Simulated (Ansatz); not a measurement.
# SiN2H4F (SMILES N[Si](N)F) at UHF/STO-3G

What is the energy change on altering one bond length of SiN2H4F at UHF/STO-3G? 

The calculation is run with Ansatz 0.2.0.

37 further runs of the same task are left out: 37 set aside as unsound or not needed.

### 1 Starting point

SiN2H4F: 8 atoms, total charge 0, spin state doublet. As SMILES, `N[Si](N)F`. The coordinates come from a PBE0-D4/def2-TZVP relaxation. This is one conformer, not always the lowest.

Bond lengths: N1–Si2 1.712 Å, Si2–N3 1.701 Å, Si2–F4 1.611 Å, N1–H5 1.008 Å, N1–H6 1.008 Å, N3–H7 1.005 Å, N3–H8 1.009 Å. Angles: N1–Si2–N3 106.6°, N1–Si2–F4 103.4°, N3–Si2–F4 115.9°, Si2–N1–H5 119.3°, Si2–N1–H6 119.1°, Si2–N3–H7 121.7°, Si2–N3–H8 121.3°, H5–N1–H6 111.5°, H7–N3–H8 112.7°.

### 2 The energy at UHF/STO-3G

File job.yaml:

```yaml
crystal:
  periodic: [false, false, false]
  atoms:
    - {symbol: "N", position_ang: [-0.814900, 1.031500, -0.359900]}
    - {symbol: Si, position_ang: [0.517200, -0.020700, -0.581300]}
    - {symbol: N, position_ang: [0.780300, -0.793300, 0.910700]}
    - {symbol: F, position_ang: [0.045300, -0.971200, -1.794000]}
    - {symbol: H, position_ang: [-1.331700, 1.348900, -1.165000]}
    - {symbol: H, position_ang: [-0.763800, 1.744700, 0.350200]}
    - {symbol: H, position_ang: [1.648600, -1.254800, 1.120500]}
    - {symbol: H, position_ang: [0.011100, -1.142300, 1.463200]}
basis:
  gaussian:
    orbitals: STO-3G
hamiltonian:
  xc: hf
accuracy: high
output: {orbitals: {seedname: orbitals}}
magnetization:
  spin_polarized: true
  initial_magnetization: 1
```

Command:

```console
$ ansatz run job.yaml --threads 1 --pin off --max-ram 3480MiB --events-out events.jsonl --progress --plain --runs-dir runs
```

Standard output:

```text
Warning: RAYON_NUM_THREADS=1 ignored (pool sized by the plan → 1); use --threads N
Functional definition: HF
  name "HF"
  exchange = exact_x
  correlation = 0
566 factors; integrals over basis functions are off by at most 2.8e-8 eV
mean field evaluation 1: about -13425.0583 eV, gradient 1.6e1 eV
mean field evaluation 2: about -13425.1718 eV, gradient 1.6e1 eV
mean field evaluation 4: about -13427.2704 eV, gradient 1.3e0 eV
mean field evaluation 8: about -13427.3110 eV, gradient 2.5e-4 eV
mean field -13427.30929119 eV, -493.4445150941 hartree, gradient 1.6e-8 eV, S^2 0.754586; 0 other end points of the search recorded, 0 dependent functions left out
reference -13427.30929119 eV, -493.4445150941 hartree; 21, 20 occupied and 7, 8 virtual orbitals, 566 factors
Total energy: -13427.30929119 eV, -493.4445150941 hartree
```

It took 0.3 s on 1 thread of Arm Neoverse V1, shared host.

### 3 The distorted shape

File job.yaml:

```yaml
crystal:
  periodic: [false, false, false]
  atoms:
    - {symbol: "N", position_ang: [-0.737365, 0.983880, -0.239111]}
    - {symbol: Si, position_ang: [0.594735, -0.068320, -0.460511]}
    - {symbol: "N", position_ang: [0.857835, -0.840920, 1.031489]}
    - {symbol: F, position_ang: [0.122835, -1.018820, -1.673211]}
    - {symbol: H, position_ang: [-1.331700, 1.348900, -1.165000]}
    - {symbol: H, position_ang: [-0.686265, 1.697080, 0.470989]}
    - {symbol: H, position_ang: [1.726135, -1.302420, 1.241289]}
    - {symbol: H, position_ang: [0.088635, -1.189920, 1.583989]}
basis:
  gaussian:
    orbitals: STO-3G
magnetization:
  spin_polarized: true
  initial_magnetization: 1
hamiltonian:
  xc: hf
accuracy: high
output:
  orbitals: {seedname: orbitals}
```

Command:

```console
$ ansatz run job.yaml --threads 1 --pin off --max-ram 3480MiB --events-out events.jsonl --progress --plain --runs-dir runs
```

Standard output:

```text
Warning: RAYON_NUM_THREADS=1 ignored (pool sized by the plan → 1); use --threads N
[... 4 set-up lines as earlier in the session ...]
565 factors; integrals over basis functions are off by at most 1.3e-8 eV
mean field evaluation 1: about -13424.5460 eV, gradient 1.6e1 eV
mean field evaluation 2: about -13424.6575 eV, gradient 1.6e1 eV
mean field evaluation 4: about -13426.7991 eV, gradient 1.4e0 eV
mean field evaluation 8: about -13426.8437 eV, gradient 4.9e-4 eV
mean field -13426.84185589 eV, -493.4273371638 hartree, gradient 1.7e-8 eV, S^2 0.754976; 0 other end points of the search recorded, 0 dependent functions left out
reference -13426.84185589 eV, -493.4273371638 hartree; 21, 20 occupied and 7, 8 virtual orbitals, 565 factors
Total energy: -13426.84185589 eV, -493.4273371638 hartree
```

Wall time 0.3 s (1 thread of Arm Neoverse V1, shared host).

### 4 Results

At UHF/STO-3G:

| quantity | value |
| --- | --- |
| first shape: total energy | -493.44452 Eh |
| first shape: HOMO energy (highest over α and β) | -5.53 eV |
| first shape: LUMO energy (lowest over α and β) | 6.45 eV |
| first shape: ⟨S²⟩ | 0.755 |
| distorted shape: total energy | -493.42734 Eh |
| distorted shape: HOMO energy (highest over α and β) | -5.49 eV |
| distorted shape: LUMO energy (lowest over α and β) | 6.46 eV |
| distorted shape: ⟨S²⟩ | 0.755 |
| energy change with the N1–H5 bond stretched from 1.008 to 1.159 Å | 0.467 eV |

What this shows: With the N1–H5 bond stretched from 1.008 to 1.159 Å the energy rises by 0.47 eV (10.8 kcal/mol). The first shape isn't relaxed at this level, so the change isn't measured from a minimum. The minimal basis adds a large error of its own.
